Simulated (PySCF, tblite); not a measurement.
# C8H11 radical: geometry, infrared bands and EPR parameters

Wanted: the infrared bands and EPR parameters of C8H11 radical (`[CH]1CC=C[C@@H]1C1CC1`), by calculation.

Programs: tblite 0.8.0 and PySCF 2.14.0, with density-fitted response routines of our own. Each step states its level of theory. These are calculated values for one molecule in the gas phase, unless marked as measured. Atoms count from 0, in the outputs and in this text.

**1. Starting geometry**

19 atoms, charge 0, multiplicity 2; geometry from: force field or distance geometry start.

Bonds of the start (Å): C0–C1 1.51, C1–C2 1.51, C2–C3 1.32, C3–C4 1.49, C4–C5 1.50, C5–C6 1.51, C6–C7 1.51, C4–C0 1.50, C7–C5 1.52, C0–H8 1.07, C1–H9 1.09, C1–H10 1.09, C2–H11 1.09, C3–H12 1.10, C4–H13 1.10, C5–H14 1.09, C6–H15 1.08, C6–H16 1.08, C7–H17 1.07, C7–H18 1.09.

**2. Optimising the geometry with GFN2-xTB**

What the job is given:

```
{"job": {"kind": "relax", "xc": "GFN2-xTB", "basis": "xTB"}, "charge": 0, "multiplicity": 2}
C     -0.836400     0.028300    -1.379500
C     -2.289300     0.266000    -1.062000
C     -2.367800    -0.099200     0.400200
C     -1.191300    -0.475600     0.878200
C     -0.108400    -0.446200    -0.151300
C      1.047000     0.437900     0.209800
C      2.405200     0.235800    -0.427600
C      2.205600    -0.101900     1.030900
H     -0.395600     0.164500    -2.350300
H     -2.562300     1.306400    -1.210700
H     -2.931500    -0.386500    -1.656800
H     -3.297700    -0.049100     0.968300
H     -1.020600    -0.791500     1.917500
H      0.241800    -1.471300    -0.341100
H      0.741000     1.469900     0.409800
H      2.986300     1.115100    -0.650600
H      2.532100    -0.582200    -1.120500
H      2.644100     0.539500     1.769500
H      2.188000    -1.150800     1.311900
```

Command:

```console
$ OMP_NUM_THREADS=1 python probes_run.py task.json out
```

One launch serves the whole session: the jobs run in the order shown.

Output:

```text
step      E/eV     max force
  0    -615.37588    1.140
  1    -615.42854    0.390
  2    -615.43860    0.253
  3    -615.44725    0.191
  4    -615.45341    0.266
  5    -615.45619    0.110
  6    -615.45799    0.086
  7    -615.45941    0.080
  8    -615.45998    0.059
  9    -615.46034    0.050
 10    -615.46064    0.051
 11    -615.46096    0.051
 12    -615.46128    0.045
 13    -615.46156    0.033
 14    -615.46177    0.046
 15    -615.46193    0.043
 16    -615.46209    0.028
 17    -615.46224    0.026
 18    -615.46236    0.030
 19    -615.46245    0.023
 20    -615.46253    0.025
 21    -615.46261    0.021
 22    -615.46267    0.015
 23    -615.46270    0.014
 24    -615.46273    0.014
 25    -615.46277    0.014
 26    -615.46282    0.015
 27    -615.46285    0.011
 28    -615.46287    0.010
 29    -615.46288    0.010
 30    -615.46290    0.011
 31    -615.46293    0.013
 32    -615.46295    0.011
 33    -615.46297    0.011
 34    -615.46299    0.011
 35    -615.46301    0.011
 36    -615.46303    0.010
 37    -615.46305    0.010
 38    -615.46307    0.009
```

Run time: 0.5 s. Hardware: 1 thread of AMD EPYC, shared host.

The steps of the relaxation: (not every step is listed)

```tsv
step	energy from step 0 (eV)	largest force (eV/Å)
0	0.0000	1.1396
1	-0.0527	0.3897
2	-0.0627	0.2535
3	-0.0714	0.1907
4	-0.0775	0.2665
5	-0.0803	0.1097
6	-0.0821	0.0859
7	-0.0835	0.0800
8	-0.0841	0.0587
10	-0.0848	0.0513
12	-0.0854	0.0453
14	-0.0859	0.0456
16	-0.0862	0.0277
18	-0.0865	0.0301
20	-0.0866	0.0251
22	-0.0868	0.0151
24	-0.0868	0.0136
26	-0.0869	0.0151
28	-0.0870	0.0097
30	-0.0870	0.0112
32	-0.0871	0.0114
33	-0.0871	0.0114
34	-0.0871	0.0107
35	-0.0871	0.0114
36	-0.0871	0.0105
37	-0.0872	0.0105
38	-0.0872	0.0093
```

Distances of close pairs at the start and the end, largest changes first:

```tsv
bond	before (Å)	after (Å)	change (Å)
C4–C5	1.499	1.526	+0.027
C0–C1	1.506	1.481	-0.025
C3–H12	1.100	1.076	-0.023
C5–C7	1.519	1.499	-0.021
C0–C4	1.505	1.485	-0.019
C5–C6	1.514	1.498	-0.016
C2–H11	1.091	1.077	-0.014
C1–H9	1.086	1.100	+0.014
```

The end geometry stands in the next job.

**3. Vibrational analysis with GFN2-xTB**

What the job is given:

```
{"job": {"kind": "ir", "xc": "GFN2-xTB", "basis": "xTB"}, "charge": 0, "multiplicity": 2}
C     -0.852603    -0.014630    -1.371338
C     -2.272914     0.258586    -1.052139
C     -2.355134    -0.090785     0.403866
C     -1.189636    -0.497940     0.880010
C     -0.112288    -0.481201    -0.171456
C      1.046429     0.435620     0.210510
C      2.392671     0.243024    -0.416964
C      2.183952    -0.097209     1.027714
H     -0.391516     0.194034    -2.316400
H     -2.562242     1.303532    -1.235283
H     -2.964933    -0.350005    -1.651895
H     -3.276696    -0.005255     0.954048
H     -0.980140    -0.800491     1.891340
H      0.309480    -1.489572    -0.312865
H      0.731975     1.454499     0.402901
H      2.977503     1.116702    -0.661469
H      2.515322    -0.569298    -1.117571
H      2.626352     0.540315     1.778131
H      2.164614    -1.140674     1.304474
```

Output:

```text
mode    cm-1     km/mol
  1      59.7      0.04
  2      97.8      2.51
  3     163.9      0.34
  4     285.8      0.54
  5     310.3      4.12
  6     330.2     15.62
  7     429.3      4.96
  8     460.4      0.68
  9     704.5      4.44
 10     740.9      3.95
 11     770.1      6.56
 12     799.0      0.15
 13     856.2      1.03
 14     863.8      2.74
 15     878.6      0.09
 16     910.9      1.80
 17     971.4     10.89
 18     986.2      5.59
 19    1001.0      0.16
 20    1017.3      1.15
 21    1037.0      0.88
 22    1062.2      0.14
 23    1068.0      0.21
 24    1072.8      0.47
 25    1076.3      0.30
 26    1097.3      0.32
 27    1107.6      0.04
 28    1126.0      0.39
 29    1155.6      0.06
 30    1219.4      0.41
 31    1224.2      0.42
 32    1251.2      2.13
 33    1256.8      1.45
 34    1273.7      3.22
 35    1320.4     15.05
 36    1375.0      5.93
 37    1435.9      6.04
 38    1442.1      0.03
 39    1489.6      1.33
 40    1685.5      2.12
 41    2811.2     55.94
 42    2822.2     30.36
 43    2878.8     67.71
 44    3041.5     25.46
 45    3086.3     11.20
 46    3086.5     19.85
 47    3088.3     29.60
 48    3106.1     68.81
 49    3106.9     33.54
 50    3124.7     65.44
 51    3154.7     40.23
```

It took 1.3 s on 1 thread of AMD EPYC, shared host.

The strongest bands and the atoms that carry them (share of the mass-weighted mode):

```tsv
cm⁻¹	km/mol	atoms
2811	55.9	H13 93 %
2822	30.4	H9 47 %, H10 44 %
2879	67.7	H10 50 %, H9 46 %
3088	29.6	H15 54 %, H17 31 %
3106	68.8	H15 21 %, H17 19 %, H16 17 %, H18 15 %
3107	33.5	H11 54 %, H12 23 %
3125	65.4	H12 65 %, H11 27 %
3155	40.2	H8 92 %
```

**4. g tensor and hyperfine couplings: B3LYP/pcH-1**

The job, as its differences from that of step 3:

```diff
@@ -1,2 +1,2 @@
-{"job": {"kind": "ir", "xc": "GFN2-xTB", "basis": "xTB"}, "charge": 0, "multiplicity": 2}
+{"job": {"kind": "epr", "basis": "pcH-1"}, "charge": 0, "multiplicity": 2}
 C     -0.852603    -0.014630    -1.371338
```

With the program's defaults for keys left out, this is: UKS B3LYP, pcH-1 on C H, non-relativistic, mean-field spin-orbit, GIAO.

Output:

```text
UKS, coarse grid
  cycle   1  E = -311.32033383  |g| = 3.44e-01
  cycle   2  E = -311.30137320  |g| = 4.04e-01
  cycle   3  E = -311.38724878  |g| = 3.30e-02
  cycle   4  E = -311.38742261  |g| = 2.85e-02
  cycle   5  E = -311.38779765  |g| = 9.17e-03
  cycle   6  E = -311.38783976  |g| = 2.89e-03
  cycle   7  E = -311.38784384  |g| = 1.23e-03
  cycle   8  E = -311.38784462  |g| = 1.94e-04
UKS, final grid
  cycle   1  E = -311.38787876  |g| = 2.06e-04
  cycle   2  E = -311.38787874  |g| = 2.81e-04
  cycle   3  E = -311.38787878  |g| = 4.26e-05
  cycle   4  E = -311.38787878  |g| = 1.86e-05
E = -311.38787878 Eh   <S^2> = 0.7540 (exact 0.7500)
g shifts (ppm)      1          2          3
  rmc          -141       -141       -141
  gc              6         30         28
  oz_so         -16        520        694
  total        -150        409        581
hyperfine (MHz)  atom isotope    a_iso     a_fc   dipolar eigenvalues
    0   13C      91.40      91.40    -81.08    -80.88    161.96
    1   13C     -34.36     -34.36     -2.22      0.29      1.93
    2   13C       0.42       0.42     -1.12     -0.92      2.04
    3   13C       0.45       0.45     -1.38     -0.87      2.26
    4   13C     -32.47     -32.47     -1.87     -0.16      2.03
    5   13C      71.56      71.56     -4.05     -3.90      7.95
    6   13C      -0.76      -0.76     -0.42     -0.34      0.76
    7   13C       2.20       2.20     -1.56     -1.20      2.76
    8    1H     -62.70     -62.70    -38.67     -0.21     38.88
    9    1H     108.16     108.16     -4.84     -3.72      8.55
   10    1H     116.11     116.11     -5.10     -3.90      9.00
   11    1H      -1.65      -1.65     -1.67     -1.62      3.29
   12    1H      -1.39      -1.39     -1.67     -1.53      3.20
   13    1H     104.94     104.94     -5.14     -4.01      9.16
   14    1H      -3.17      -3.17     -4.90     -2.10      7.00
   15    1H       0.18       0.18     -1.21     -0.98      2.19
   16    1H       1.99       1.99     -1.72     -1.55      3.28
   17    1H      -0.08      -0.08     -1.39     -0.59      1.97
   18    1H      -0.96      -0.96     -1.67     -0.45      2.12
```

It took 1.9 min on 1 thread of AMD EPYC, shared host; peak memory 0.97 GiB.

Principal g values 2.00217, 2.00273, 2.00290; g(iso) = 2.00260, against 2.00232 for a free electron.

Hyperfine couplings, nucleus by nucleus at this fixed geometry (no averaging over rotations):

```tsv
nuclei	isotope	a(iso) (MHz)	a(iso) (G, at g = 2.0023)	largest dipolar term (MHz)
H10	1H	116.1	41.4	9.0
H9	1H	108.2	38.6	8.6
H13	1H	104.9	37.4	9.2
C0	13C	91.4	32.6	162.0
C5	13C	71.6	25.5	8.0
H8	1H	-62.7	-22.4	38.9
C1	13C	-34.4	-12.3	-2.2
C4	13C	-32.5	-11.6	2.0
H14	1H	-3.2	-1.1	7.0
C7	13C	2.2	0.8	2.8
H16	1H	2.0	0.7	3.3
H11	1H	-1.6	-0.6	3.3
H12	1H	-1.4	-0.5	3.2
H18	1H	-1.0	-0.3	2.1
```

Mulliken spin populations:

C0 1.03; C1 -0.09; C2 0.00; C3 0.00; C4 -0.08; C5 0.03; C6 0.00; C7 0.01; H8 -0.04; H9 0.04; H10 0.05; H11 0.00; H12 0.00; H13 0.05; H14 0.00; H15 0.00; H16 0.00; H17 0.00; H18 0.00

In first order the couplings over 0.8 MHz of 1H give 492 distinct lines over 143.1 G.

Orbitals, density, ELF and potential are computed afterwards from the orbital file.

ELF in a plane through or near 7 of the atoms.

Ten even steps from '0' (0.00) to '9' (1.00):
```
0000000000000000000000000000
0000000000000000000000000000
0000000000000012100000000000
0000000000000689710000000000
0000000000001999950002200000
0000000111000999950158730000
0000002565200378555589960000
0000014777410253968488730000
0000025425645589565353100000
0000136765468216315872000000
0000136745557558656268741000
0000024434643477168389982000
0000013677410146346479972000
0000001455200389972135630000
0000000011000799981000000000
0000000000000599971000000000
0000000000000025410000000000
0000000000000000000000000000
0000000000000000000000000000
0000000000000000000000000000
```
The map spans 11.6 Å across and 9.7 Å up, centred on the molecule. Atoms in the plane (x, y in Å): C0 (1.1, -1.1), C3 (1.0, 1.2), C4 (0.1, 0.0), C6 (-2.3, -0.8), C7 (-2.3, 0.7), H8 (0.8, -2.1), H12 (0.6, 2.2).

On the surface of density 0.002 e/bohr³ the electrostatic potential runs, from the 1st to the 99th percentile, from -0.66 V near C3 to 0.66 V near H11.

The spin density lies nearest to C0 65 %; H8 8 %.

**5. What came out**

```
                                 quantity                 value
strongest single infrared mode (GFN2-xTB)  3106 cm⁻¹, 69 km/mol
             zero-point energy (GFN2-xTB)        101.1 kcal/mol
                           g(iso) (B3LYP)               2.00260
                                     ⟨S²⟩    0.754 (exact 0.75)
                           largest a(iso)  1H on H10, 116.1 MHz
    surface potential, 1st and 99th percentile    -0.66 V and 0.66 V
```

What this shows: Over 38 steps the energy fell by 0.087 eV; of the close pairs, C4–C5 changed most, 1.499 to 1.526 Å. No mode is imaginary among the 51: a minimum at this level. Unscaled tight-binding wavenumbers are off by several per cent, some by more. Its intensities can rank the bands wrongly. C0 carries the largest spin population, 1.03 e. The isotropic g lies 0.3 ppt above the free-electron value.
